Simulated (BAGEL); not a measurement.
# CH3FOSi (SMILES CO[Si]F) at HF/6-311+G(d,p) (density fitting with qzvpp-jkfit)

What is the vertical ionisation energy of CH3FOSi at HF/6-311+G** (density fitting with qzvpp-jkfit)? 

Program for the calculation: BAGEL 1.2.2.

## Step 1: The structure to begin with

The species is CH3FOSi (7 atoms), meant as a singlet with charge 0. As SMILES, `CO[Si]F`. The shape is that of a PBE0-D4/def2-TZVP optimisation. This is one conformer, not always the lowest.

Bond lengths: C1–O2 1.415 Å, O2–Si3 1.628 Å, Si3–F4 1.622 Å, C1–H5 1.092 Å, C1–H6 1.092 Å, C1–H7 1.092 Å. Angles: C1–O2–Si3 132.8°, O2–Si3–F4 102.4°, O2–C1–H5 111.5°, O2–C1–H6 108.9°, O2–C1–H7 108.9°, H5–C1–H6 109.4°, H5–C1–H7 109.4°, H6–C1–H7 108.7°.

## Step 2: A single-point energy at HF/6-311+G(d,p) (density fitting with qzvpp-jkfit)

hf.json

```json
{ "bagel" : [

{
  "title" : "molecule",
  "basis" : "6-311+gss.json",
  "df_basis" : "qzvpp-jkfit",
  "angstrom" : "true",
  "geometry" : [
    { "atom" : "C", "xyz" : [   -0.503600,    0.227100,    0.591000 ] },
    { "atom" : "O", "xyz" : [    0.658100,    0.670200,   -0.085400 ] },
    { "atom" : "Si", "xyz" : [    1.551000,    0.028500,   -1.285700 ] },
    { "atom" : "F", "xyz" : [    0.775300,   -1.362500,   -1.591300 ] },
    { "atom" : "H", "xyz" : [   -0.842000,   -0.740100,    0.213800 ] },
    { "atom" : "H", "xyz" : [   -0.282000,    0.142900,    1.656600 ] },
    { "atom" : "H", "xyz" : [   -1.295700,    0.965900,    0.455500 ] }
  ]
},
{ "title" : "hf" },
{ "title" : "print", "file" : "orbitals.molden", "orbitals" : "true" }

]}
```

The basis set 6-311+G** is read from a file made from the Basis Set Exchange's data (not shown).

The run is started by

```bash
$ BAGEL_NUM_THREADS=1 BAGEL hf.json > hf.out
```

The log of the run:

```text
* using 1 threads per process

  ===============================================================
  ===============================================================

  *** Geometry ***

  { "atom" : "C", "xyz" : [     -0.951666,      0.429157,      1.116828 ] },
  { "atom" : "O", "xyz" : [      1.243629,      1.266494,     -0.161383 ] },
  { "atom" : "Si", "xyz" : [      2.930965,      0.053857,     -2.429621 ] },
  { "atom" : "F", "xyz" : [      1.465105,     -2.574752,     -3.007121 ] },
  { "atom" : "H", "xyz" : [     -1.591149,     -1.398586,      0.404023 ] },
  { "atom" : "H", "xyz" : [     -0.532903,      0.270042,      3.130520 ] },
  { "atom" : "H", "xyz" : [     -2.448518,      1.825286,      0.860770 ] },

  Number of auxiliary basis functions:      411

  Since a DF basis is specified, we compute 2- and 3-index integrals:
    o Being stored without compression. Storage requirement is 0.043 GB

  Number of basis functions:      114
  Number of electrons      :       40

    * METHOD: MOLECULE                             0.20

  *** RHF ***

  === Nuclear Repulsion ===
   163.0595338348

      * DIIS with orbital gradients will be used.

  === RHF iteration (6-311+gss.json) ===
      0       -502.51557252          0.03198580           0.08
      1       -502.73684064          0.02656430           0.07
      2       -502.97604752          0.00212713           0.07
      3       -502.97953864          0.00100446           0.07
      4       -502.98003986          0.00024072           0.07
      5       -502.98009185          0.00008401           0.07
      6       -502.98009842          0.00003164           0.07
      7       -502.98009955          0.00000539           0.07
      8       -502.98009958          0.00000214           0.07
      9       -502.98009958          0.00000101           0.07
     10       -502.98009958          0.00000044           0.07
     11       -502.98009958          0.00000017           0.07
     12       -502.98009958          0.00000008           0.07
     13       -502.98009958          0.00000002           0.07
     14       -502.98009958          0.00000001           0.07
    * SCF iteration converged.

    * Permanent dipole moment:
           (    0.394902,    -0.129151,    -0.423265) a.u.

    * METHOD: HF                                   1.30

    * METHOD: PRINT                                0.03

  ===============================================================
```

Wall time 1.7 s (1 thread of Arm Neoverse V1, shared host); peak memory 0.13 GiB.

## Step 3: The doublet cation at the same level

input.json

```json
{ "bagel": [

{
  "title": "molecule",
  "basis": "6-311+gss.json",
  "df_basis": "qzvpp-jkfit",
  "angstrom": true,
  "geometry": [
    { "atom": "C", "xyz": [      -0.503600,       0.227100,       0.591000 ] },
    { "atom": "O", "xyz": [       0.658100,       0.670200,      -0.085400 ] },
    { "atom": "Si", "xyz": [       1.551000,       0.028500,      -1.285700 ] },
    { "atom": "F", "xyz": [       0.775300,      -1.362500,      -1.591300 ] },
    { "atom": "H", "xyz": [      -0.842000,      -0.740100,       0.213800 ] },
    { "atom": "H", "xyz": [      -0.282000,       0.142900,       1.656600 ] },
    { "atom": "H", "xyz": [      -1.295700,       0.965900,       0.455500 ] }
  ]
},

{
  "title": "uhf",
  "charge": 1,
  "nopen": 1
},

{
  "title": "print",
  "file": "orbitals.molden",
  "orbitals": true
}

]}
```

The basis set 6-311+G** is read from a file made from the Basis Set Exchange's data (not shown).

The run is started by

```bash
$ BAGEL_NUM_THREADS=1 BAGEL input.json > input.out
```

The log of the run:

```text
* using 1 threads per process

  ===============================================================
  ===============================================================

  *** Geometry ***

  { "atom" : "C", "xyz" : [     -0.951666,      0.429157,      1.116828 ] },
  { "atom" : "O", "xyz" : [      1.243629,      1.266494,     -0.161383 ] },
  { "atom" : "Si", "xyz" : [      2.930965,      0.053857,     -2.429621 ] },
  { "atom" : "F", "xyz" : [      1.465105,     -2.574752,     -3.007121 ] },
  { "atom" : "H", "xyz" : [     -1.591149,     -1.398586,      0.404023 ] },
  { "atom" : "H", "xyz" : [     -0.532903,      0.270042,      3.130520 ] },
  { "atom" : "H", "xyz" : [     -2.448518,      1.825286,      0.860770 ] },

  Number of auxiliary basis functions:      411

  Since a DF basis is specified, we compute 2- and 3-index integrals:
    o Being stored without compression. Storage requirement is 0.043 GB

  Number of basis functions:      114
  Number of electrons      :       40

    * METHOD: MOLECULE                             0.20

  *** Open-shell HF ***

  === Nuclear Repulsion ===
   163.0595338348

      * DIIS with orbital gradients will be used.

  === UHF iteration (6-311+gss.json) ===
      0       -502.20699501          0.05881378           0.14
      1       -502.39709730          0.05186559           0.14
      2       -502.51248728          0.03734432           0.15
      3       -502.63726374          0.00202474           0.14
      4       -502.63861106          0.00104197           0.14
      5       -502.63895146          0.00035964           0.14
      6       -502.63904574          0.00015762           0.15
      7       -502.63907058          0.00007469           0.14
      8       -502.63908378          0.00003854           0.14
      9       -502.63908648          0.00002368           0.14
     10       -502.63908793          0.00000971           0.14
     11       -502.63908837          0.00000489           0.14
     12       -502.63908846          0.00000249           0.14
     13       -502.63908852          0.00000143           0.14
     14       -502.63908855          0.00000091           0.15
     15       -502.63908857          0.00000052           0.15
     16       -502.63908857          0.00000039           0.15
     17       -502.63908857          0.00000018           0.14
     18       -502.63908857          0.00000011           0.14
     19       -502.63908857          0.00000006           0.15
     20       -502.63908857          0.00000003           0.14
     21       -502.63908857          0.00000001           0.14
     22       -502.63908857          0.00000001           0.14
    * SCF iteration converged.

    * S^2 (UHF) is 0.7568

    * Permanent dipole moment:
           (   -1.221998,    -0.593368,     0.624701) a.u.

    * METHOD: UHF                                  3.49

    * METHOD: PRINT                                0.03

  ===============================================================
```

It took 3.9 s on 1 thread of Arm Neoverse V1, shared host; peak memory 0.13 GiB.

## Step 4: What came out

Level: HF/6-311+G** (density fitting with qzvpp-jkfit).

```
                                          quantity          value
                     singlet CH3FOSi: total energy  -502.98010 Eh
                    singlet CH3FOSi: dipole moment         1.51 D
                      singlet CH3FOSi: HOMO energy      -10.31 eV
                      singlet CH3FOSi: LUMO energy        1.04 eV
                    singlet CH3FOSi: HOMO–LUMO gap       11.34 eV
                      doublet cation: total energy  -502.63909 Eh
                              doublet cation: ⟨S²⟩          0.757
vertical ionisation energy (to the doublet cation)       9.279 eV
```

**Reading.** Removing an electron at fixed nuclei costs 9.28 eV (895 kJ/mol). −ε(HOMO) before ionisation, 10.31 eV, is 1.03 eV above this ionisation energy.
